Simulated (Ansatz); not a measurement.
# ZnSe2: the cost of one run

Method: DFT r2SCAN, scalar-relativistic, plane waves, PAW, in Ansatz 0.2.0.

1 further run of the same task is left out (it didn't finish).

### Step 1. Starting point

Symmetry: R-3m, No. 166, trigonal system. The conventional cell has a = 3.694 Å, b = 3.694 Å, c = 16.735 Å, α = 90.00°, β = 90.00°, γ = 120.00°. Around Zn (site symmetry -3m) lie 6 Se at 2.55 Å. Se (site symmetry 3m) is surrounded by 3 Zn at 2.55 Å.

As a file:

```
CELL_PARAMETERS angstrom
1.84696 1.06634 5.57828
-1.84696 1.06634 5.57828
0.00000 -2.13268 5.57828
ATOMIC_POSITIONS crystal
Zn 0.00000 0.00000 0.00000
Se 0.75000 0.75000 0.75000
Se 0.25000 0.25000 0.25000
```

This is candidate A: cadmium chloride type (R-3m, No. 166).

(A quick probe on a coarse mesh, which set the mesh and smearing, is not shown.)

### Step 3. A loose first relaxation (candidate A)

File input.yaml:

```yaml
crystal:
  lattice:
    - [1.8469569048, 1.0663410662, 5.5782823278]
    - [-1.8469569048, 1.0663410662, 5.5782823278]
    - [0.0, -2.1326821323, 5.5782823278]
  atoms:
    - { symbol: Zn, position: [0.0, 0.0, 0.0] }
    - { symbol: Se, position: [0.75, 0.75, 0.75] }
    - { symbol: Se, position: [0.25, 0.25, 0.25] }
basis:
  ecutwfc: 500
kpoints:
  mp_grid: { grid: [6, 6, 6] }
hamiltonian:
  xc: r2scan
scf:
  occupations: { method: gaussian, width: 0.1 }
  lower_state_search: "off"
output:
  forces: true
  stress: true
  eigenvalues: true
relax:
  adjacent_minimum: "off"
  f_tol: 0.04
  max_steps: 70
  cell: { stress_tol: 0.4 }
```

Launch:

```bash
> ansatz run input.yaml --threads 1 --pin off --max-ram 3072MiB --backend cpu --events-out ev --progress --plain --runs-dir out
```

**Question.** How long does this run take on 1 thread of Arm Neoverse V2, shared host, and how much memory does it need?

About 59 s, with a peak of 0.55 GiB.
